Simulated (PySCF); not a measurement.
# GeBi: bond curves at several levels of theory

Aim: find the lowest electronic state of GeBi, scan its bond at several levels of theory, and get bond length, wavenumber and dissociation energy from each curve.

The runs use PySCF 2.14.0; Ge def2-SVP, Bi def2-SVP with ECP60, scalar-relativistic core potentials.

1 further run of the same task is left out (it didn't finish).

### 1 Input

Settings of the job:

| Quantity | Value |
| --- | --- |
| atoms | Ge, Bi |
| charge | 0 |
| basis | Ge def2-SVP, Bi def2-SVP with ECP60 |
| Hamiltonian | scalar-relativistic core potentials |
| basis functions | 58 |
| electrons treated | 55 |
| masses in u | 73.9212, 208.9804 |
| levels | PBE0, PBE, r²SCAN, TPSSh, r²SCANh, BLYP, ωB97X, HF, MP2, SCS-MP2 |
| grid | 80 radial by 434 angular points |
| occupations | held fixed by the projection of orbital angular momentum |
| dissociation limit | Ge + Bi, each in its ground configuration |
| starting distance in angstrom | 2.620 |
| values of 2S to try | 1, 3, 5 |

Run with:

```bash
> OMP_NUM_THREADS=1 python dia.py task.json out
```

Further steps of the session: PBE0 along the bond; Higher solutions at PBE0; PBE (GGA); r²SCAN; TPSSh; r²SCANh (hybrid meta-GGA); BLYP (GGA); ωB97X; UHF.

Q: Predict the outcome of this session. Wanted: for each run, Re; ωe; De; μ.

**Answer**, as computed:

Lowest PBE0 solution found, without spin–orbit coupling: ²Π (doublet), unpaired electrons π ↑. State 3 has its PBE0 minimum 0.98 eV higher. State 4 has its PBE0 minimum 1.32 eV higher, as a spin-mixed determinant (⟨S²⟩ = 1.76), so this is no gap between pure states. The other levels ran on the lowest alone.

| level | Re (Å) | ωe (cm⁻¹) | De (eV) | μ (D) |
| --- | --- | --- | --- | --- |
| PBE | 2.559 | 240.8 | 2.76 | 0.26 |
| BLYP | 2.587 | 230.6 | 2.81 | 0.13 |
| r²SCAN | 2.535 | 242.5 | 2.35 | 0.32 |
| TPSSh | 2.532 | 251.4 | 2.51 | 0.30 |
| r²SCANh | 2.528 | 238.4 | 2.24 | 0.27 |
| PBE0 | 2.522 | 252.7 | 2.35 | 0.19 |

De is counted to Ge + Bi in their ground configurations. A positive dipole means Ge(−)Bi(+). No constants: UHF (the points don't follow one smooth fit); UHF-MP2 (the points don't follow one smooth fit); UHF-SCS-MP2 (the points don't follow one smooth fit); ωB97X (the points don't follow one smooth fit).

What this shows: The methods spread over 0.066 Å in bond length, from PBE0 to BLYP. Among the levels with a De in the table, it runs from 2.24 eV (r²SCANh) to 2.81 eV (BLYP).

Correlated steps freeze 13 core orbitals. These are scalar-relativistic numbers at best; spin–orbit coupling would shift them, the dissociation energy most. A negative De means that the minimum lies above the separated atoms at that level. With spin–orbit coupling the term label itself may not hold.
